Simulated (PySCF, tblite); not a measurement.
# C4H11NO3Si: geometry, infrared bands and NMR shifts

Aim: predict the infrared bands and NMR shifts of C4H11NO3Si (`CN(C)[Si@H](O)CC(=O)O`).

Programs: tblite 0.8.0 and PySCF 2.14.0, with density-fitted response routines of our own. Each step states its level of theory. These are calculated values for one molecule in the gas phase, unless marked as measured. Atoms count from 0, in the outputs and in this text.

## Step 1: The starting structure

20 atoms, charge 0, multiplicity 1; geometry from: force field or distance geometry start.

Bonds of the start (Å): C0–N1 1.44, N1–C2 1.42, N1–Si3 1.78, Si3–O4 1.71, Si3–C5 1.86, C5–C6 1.50, C6–O7 1.28, C6–O8 1.40, C0–H9 1.11, C0–H10 1.09, C0–H11 1.13, C2–H12 1.10, C2–H13 1.10, C2–H14 1.13, Si3–H15 1.49, O4–H16 0.99, C5–H17 1.12, C5–H18 1.11, O8–H19 1.03.

## Step 2: Optimising the geometry with GFN2-xTB

What the job is given:

```
{"job": {"kind": "relax", "xc": "GFN2-xTB", "basis": "xTB"}, "charge": 0, "multiplicity": 1}
C     -1.941600    -1.240100    -0.338300
N     -1.444100     0.109600    -0.396800
C     -2.396200     1.110400    -0.049800
Si     0.138700     0.353900     0.376300
O      0.690900     1.889900    -0.126600
C      1.427000    -0.894900    -0.118200
C      2.734500    -0.158400    -0.149900
O      2.697700     1.083100     0.160800
O      3.935000    -0.792700    -0.483900
H     -2.802700    -1.373800     0.344800
H     -1.203500    -2.008000    -0.100700
H     -2.348300    -1.458300    -1.368800
H     -3.201000     1.185800    -0.800800
H     -2.784100     1.044600     0.975600
H     -1.847400     2.100600    -0.095800
H      0.067600     0.374300     1.866100
H      0.728800     1.884100    -1.119800
H      1.254800    -1.310000    -1.139900
H      1.530300    -1.722600     0.613800
H      4.758400    -0.167100    -0.460700
```

Launch:

```
$ OMP_NUM_THREADS=1 python probes_run.py task.json out
```

One launch serves the whole session: the jobs run in the order shown.

**Question.** This job is followed by: GFN2-xTB harmonic vibrations, gas phase; GIAO PBE0/pcSseg-1 NMR shielding, non-relativistic, gas phase. Predict these results of the whole session: strongest single infrared mode (GFN2-xTB); zero-point energy (GFN2-xTB); ¹³C shifts against TMS (PBE0/pcSseg-1, means over atoms taken as alike); ¹H shifts against TMS (PBE0/pcSseg-1, means over atoms taken as alike); ¹⁵N shifts against NH3 (PBE0/pcSseg-1); ²⁹Si shifts against TMS (PBE0/pcSseg-1); ¹⁷O shifts against H2O (PBE0/pcSseg-1).

As calculated:

```
                                                               quantity                                   value
                              strongest single infrared mode (GFN2-xTB)                   1738 cm⁻¹, 470 km/mol
                                           zero-point energy (GFN2-xTB)                           97.1 kcal/mol
¹³C shifts against TMS (PBE0/pcSseg-1, means over atoms taken as alike)                   181.5, 38.2, 26.0 ppm
 ¹H shifts against TMS (PBE0/pcSseg-1, means over atoms taken as alike)  6.16, 5.13, 3.98, 2.62, 2.22, 1.79 ppm
                                 ¹⁵N shifts against NH3 (PBE0/pcSseg-1)                                33.8 ppm
                                ²⁹Si shifts against TMS (PBE0/pcSseg-1)                               -26.7 ppm
                                 ¹⁷O shifts against H2O (PBE0/pcSseg-1)                  415.9, 222.7, 36.1 ppm
```

What this shows: Over 184 steps the energy fell by 1.905 eV; of the close pairs, Si3–O4 changed most, 1.708 to 1.618 Å. No mode is imaginary among the 54: a minimum at this level. The strongest single mode, at 1738 cm⁻¹, moves mainly C6 and O7. Unscaled tight-binding wavenumbers are off by several per cent, some by more. Its intensities can rank the bands wrongly. At PBE0/pcSseg-1: The largest span, 596 ppm, is at O7, where the paramagnetic term is -484 ppm.
